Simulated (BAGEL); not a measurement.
**GaNH2Cl2 (GaCl2(NH2)): HF/6-31G(d) (density fitting with qzvpp-jkfit, spherical functions)**

What is the vertical ionisation energy of GaNH2Cl2 (GaCl2(NH2)) at HF/6-31G* (density fitting with qzvpp-jkfit, spherical functions)? 

The calculation is run with BAGEL 1.2.2.

2 further runs of the same task are left out: 2 set aside as unsound or not needed.

### 1 The molecule

GaNH2Cl2: 6 atoms, total charge 0, spin state singlet. As SMILES, `[NH2][Ga]([Cl])[Cl]`. The shape comes from GFN2-xTB, which is rough for such elements, and wasn't checked as a minimum.

Bond lengths: Ga1–Cl2 2.080 Å, Ga1–Cl3 2.079 Å, Ga1–N4 1.838 Å, N4–H5 1.014 Å, N4–H6 1.013 Å. Angles: Cl2–Ga1–Cl3 122.2°, Cl2–Ga1–N4 118.7°, Cl3–Ga1–N4 118.9°, Ga1–N4–H5 120.0°, Ga1–N4–H6 119.8°, H5–N4–H6 109.8°.

### 2 The energy at HF/6-31G(d) (density fitting with qzvpp-jkfit, spherical functions)

job.json reads:

```json
{ "bagel": [

{
  "title": "molecule",
  "basis": "6-31gs.json",
  "df_basis": "qzvpp-jkfit",
  "angstrom": true,
  "geometry": [
    { "atom": "Ga", "xyz": [       0.381380,       0.653400,       0.009260 ] },
    { "atom": "Cl", "xyz": [       2.435570,       0.610280,       0.331860 ] },
    { "atom": "Cl", "xyz": [      -0.654530,       2.429800,      -0.299040 ] },
    { "atom": "N", "xyz": [      -0.567760,      -0.914300,       0.150400 ] },
    { "atom": "H", "xyz": [      -1.502930,      -0.977330,      -0.235560 ] },
    { "atom": "H", "xyz": [      -0.091730,      -1.801840,       0.043080 ] }
  ]
},

{
  "title": "hf"
},

{
  "title": "print",
  "file": "orbitals.molden",
  "orbitals": true
}

]}
```

The basis set 6-31G* is read from a file made from the Basis Set Exchange's data (not shown).

Started as:

```
$ BAGEL_NUM_THREADS=1 BAGEL job.json > job.out
```

The program printed:

```text
* using 1 threads per process

  ===============================================================
  ===============================================================

  *** Geometry ***

  { "atom" : "Ga", "xyz" : [      0.720704,      1.234747,      0.017499 ] },
  { "atom" : "Cl", "xyz" : [      4.602560,      1.153262,      0.627125 ] },
  { "atom" : "Cl", "xyz" : [     -1.236882,      4.591657,     -0.565104 ] },
  { "atom" : "N", "xyz" : [     -1.072911,     -1.727777,      0.284215 ] },
  { "atom" : "H", "xyz" : [     -2.840126,     -1.846886,     -0.445144 ] },
  { "atom" : "H", "xyz" : [     -0.173345,     -3.404984,      0.081409 ] },

  Number of auxiliary basis functions:      635

  Since a DF basis is specified, we compute 2- and 3-index integrals:
    o Being stored without compression. Storage requirement is 0.038 GB

  Number of basis functions:       86
  Number of electrons      :       74

    * METHOD: MOLECULE                             0.40

  *** RHF ***

  === Nuclear Repulsion ===
   440.0763990365

      * DIIS with orbital gradients will be used.

  === RHF iteration (6-31gs.json) ===
      0      -2897.48261480          0.01740285           0.13
      1      -2897.60727698          0.01138537           0.13
      2      -2897.67286478          0.00110427           0.12
      3      -2897.67376332          0.00039125           0.13
      4      -2897.67386911          0.00006975           0.13
      5      -2897.67387289          0.00002811           0.13
      6      -2897.67387358          0.00000894           0.12
      7      -2897.67387370          0.00000207           0.13
      8      -2897.67387371          0.00000078           0.13
      9      -2897.67387371          0.00000036           0.13
     10      -2897.67387371          0.00000010           0.12
     11      -2897.67387371          0.00000004           0.12
     12      -2897.67387371          0.00000002           0.13
     13      -2897.67387371          0.00000001           0.12
    * SCF iteration converged.

    * Permanent dipole moment:
           (    0.377594,     0.768147,     0.382495) a.u.

    * METHOD: HF                                   2.02

    * METHOD: PRINT                                0.01

  ===============================================================
```

Run time: 2.6 s. Hardware: 1 thread of Arm Neoverse V2, shared host; peak memory 0.17 GiB.

### 3 The doublet cation

Edit job.json of step 2 so:

```diff
@@ -18,3 +18,5 @@
 {
-  "title": "hf"
+  "title": "uhf",
+  "charge": 1,
+  "nopen": 1
 },
```

The basis set 6-31G* is read from a file made from the Basis Set Exchange's data (not shown).

Started as:

```
$ BAGEL_NUM_THREADS=1 BAGEL job.json > job.out
```

The program printed:

```text
* using 1 threads per process

  ===============================================================
  ===============================================================

  *** Geometry ***

  { "atom" : "Ga", "xyz" : [      0.720704,      1.234747,      0.017499 ] },
  { "atom" : "Cl", "xyz" : [      4.602560,      1.153262,      0.627125 ] },
  { "atom" : "Cl", "xyz" : [     -1.236882,      4.591657,     -0.565104 ] },
  { "atom" : "N", "xyz" : [     -1.072911,     -1.727777,      0.284215 ] },
  { "atom" : "H", "xyz" : [     -2.840126,     -1.846886,     -0.445144 ] },
  { "atom" : "H", "xyz" : [     -0.173345,     -3.404984,      0.081409 ] },

  Number of auxiliary basis functions:      635

  Since a DF basis is specified, we compute 2- and 3-index integrals:
    o Being stored without compression. Storage requirement is 0.038 GB

  Number of basis functions:       86
  Number of electrons      :       74

    * METHOD: MOLECULE                             0.39

  *** Open-shell HF ***

  === Nuclear Repulsion ===
   440.0763990365

      * DIIS with orbital gradients will be used.

  === UHF iteration (6-31gs.json) ===
      0      -2897.19964874          0.02449962           0.25
      1      -2897.31570107          0.01435790           0.25
      2      -2897.33742240          0.01010275           0.25
      3      -2897.34839070          0.00118204           0.25
      4      -2897.34923435          0.00059028           0.25
      5      -2897.34965996          0.00032785           0.32
      6      -2897.34985999          0.00016869           0.25
      7      -2897.34991302          0.00006937           0.24
      8      -2897.34992059          0.00001570           0.24
      9      -2897.34992130          0.00000697           0.24
     10      -2897.34992153          0.00000318           0.24
     11      -2897.34992161          0.00000102           0.25
     12      -2897.34992163          0.00000045           0.25
     13      -2897.34992164          0.00000023           0.25
     14      -2897.34992165          0.00000011           0.25
     15      -2897.34992165          0.00000005           0.24
     16      -2897.34992165          0.00000002           0.25
     17      -2897.34992165          0.00000001           0.25
     18      -2897.34992165          0.00000001           0.25
    * SCF iteration converged.

    * S^2 (UHF) is 0.7590

    * Permanent dipole moment:
           (    1.739157,     3.025654,     0.210452) a.u.

    * METHOD: UHF                                  5.00

    * METHOD: PRINT                                0.01

  ===============================================================
```

Run time: 5.7 s. Hardware: 1 thread of Arm Neoverse V2, shared host; peak memory 0.17 GiB.

### 4 Summary of results

Level: HF/6-31G* (density fitting with qzvpp-jkfit, spherical functions).

| quantity | value |
| --- | --- |
| singlet GaNH2Cl2: total energy | -2897.67387 Eh |
| singlet GaNH2Cl2: dipole moment | 2.38 D |
| singlet GaNH2Cl2: HOMO energy | -11.30 eV |
| singlet GaNH2Cl2: LUMO energy | 1.97 eV |
| singlet GaNH2Cl2: HOMO–LUMO gap | 13.27 eV |
| doublet cation: total energy | -2897.34992 Eh |
| doublet cation: ⟨S²⟩ | 0.759 |
| vertical ionisation energy (to the doublet cation) | 8.815 eV |

**Reading.** Removing an electron at fixed nuclei costs 8.82 eV (203 kcal/mol). The negative HOMO energy of the first species, 11.30 eV, lies 2.49 eV above that difference.
